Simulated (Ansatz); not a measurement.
# GaH4− (singlet): wave-function methods side by side, aug-cc-pVDZ

How much of the correlation energy of GaH4− (singlet) does each wave-function method recover here?

Method: aug-cc-pVDZ, core rule «outside noble gas», up to 14 orbitals frozen; program: Ansatz 0.2.0, Gaussian basis.

To be run: UHF; CCSD(T) on RHF; BCCD(T) on RHF; CISD; CCSDT(Q) on RHF; CCSDTQ on RHF; CASSCF and MRCISD+Q, 8 electrons in 8 orbitals; CASSCF and NEVPT2, 8 electrons in 8 orbitals.

4 further runs of the same task are left out: 1 that didn't finish, 3 set aside as unsound or not needed.

**1. The geometry**

The geometry is a PBE0/def2-TZVPD stationary point (not a proven minimum). No spin-orbit coupling is included. The filled d shell of Ga may be among the frozen orbitals whatever the setting's name suggests; the logs give the count.

5 atoms, charge -1, spin multiplicity 1.

Atoms are counted from 1 here; the program's logs count them from 0.

Bond lengths: Ga1–H2 1.624 Å, Ga1–H3 1.624 Å, Ga1–H4 1.624 Å, Ga1–H5 1.624 Å. Angles: H2–Ga1–H3 109.5°, H2–Ga1–H4 109.5°, H2–Ga1–H5 109.5°, H3–Ga1–H4 109.5°, H3–Ga1–H5 109.5°, H4–Ga1–H5 109.5°.

Geometry (Å):

```xyz
5
GaH4
Ga    0.0000    0.0000    0.0000
H     0.9356    0.9438    0.9340
H    -0.9402   -0.9316    0.9416
H    -0.9354    0.9318   -0.9462
H     0.9400   -0.9440   -0.9294
```

**2. UHF**

in.yaml reads:

```yaml
crystal:
  periodic: [false, false, false]
  atoms:
    - {symbol: Ga, position_ang: [0.000000, 0.000000, 0.000000]}
    - {symbol: H, position_ang: [0.935644, 0.943776, 0.933994]}
    - {symbol: H, position_ang: [-0.940211, -0.931611, 0.941590]}
    - {symbol: H, position_ang: [-0.935412, 0.931813, -0.946158]}
    - {symbol: H, position_ang: [0.939979, -0.943978, -0.929425]}
basis:
  gaussian: {orbitals: aug-cc-pVDZ}
total_charge: -1
magnetization: {spin_polarized: true, initial_magnetization: 0}
hamiltonian: {xc: hf}
output: {orbitals: {seedname: orbitals}}
```

The run is started by

```bash
> ansatz run in.yaml --threads 1 --pin off --events-out ev --progress --plain --max-ram 4096MiB --backend cpu
```

Further steps of the session: CCSD(T) on RHF; BCCD(T) on RHF; CISD; CCSDT(Q) on RHF; CCSDTQ on RHF; CASSCF and MRCISD+Q, 8 electrons in 8 orbitals; CASSCF and NEVPT2, 8 electrons in 8 orbitals.

**Question.** What will the summary of the whole plan be? Wanted: RCCSDTQ below the RHF energy; RMP2 from RCCSDTQ; RCCSD from RCCSDTQ; RCCSD(T) from RCCSDTQ; RCCSDT(Q) from RCCSDTQ; NEVPT2 valence from RCCSDTQ; MRCISD+Q valence from RCCSDTQ; T1 diagnostic; effectively unpaired electrons.

**Answer**, as computed:

```
                         quantity                                                   value
     RCCSDTQ below the RHF energy                                              -4.0134 eV
                RMP2 from RCCSDTQ                                              +951.6 meV
               RCCSD from RCCSDTQ                                               +89.2 meV
            RCCSD(T) from RCCSDTQ                                               +20.2 meV
           RCCSDT(Q) from RCCSDTQ                                                +0.4 meV
      NEVPT2 valence from RCCSDTQ                                              +886.4 meV
    MRCISD+Q valence from RCCSDTQ                                               -14.1 meV
levels within 1 kcal/mol (43 meV)  RCCSD(T), BCCD(T), RCCSDT, RCCSDT(Q), MRCISD+Q valence
                    T1 diagnostic                                                   0.010
   effectively unpaired electrons                                                    0.02
```

What this shows: RCCSD(T) misses by +20.2 meV, 0.5 % of the correlation energy. One determinant dominates. Of the multireference levels listed MRCISD+Q valence comes nearest in total energy (-14.1 meV), which doesn't show that its space is the better one. These misses are within one basis, not against nature.
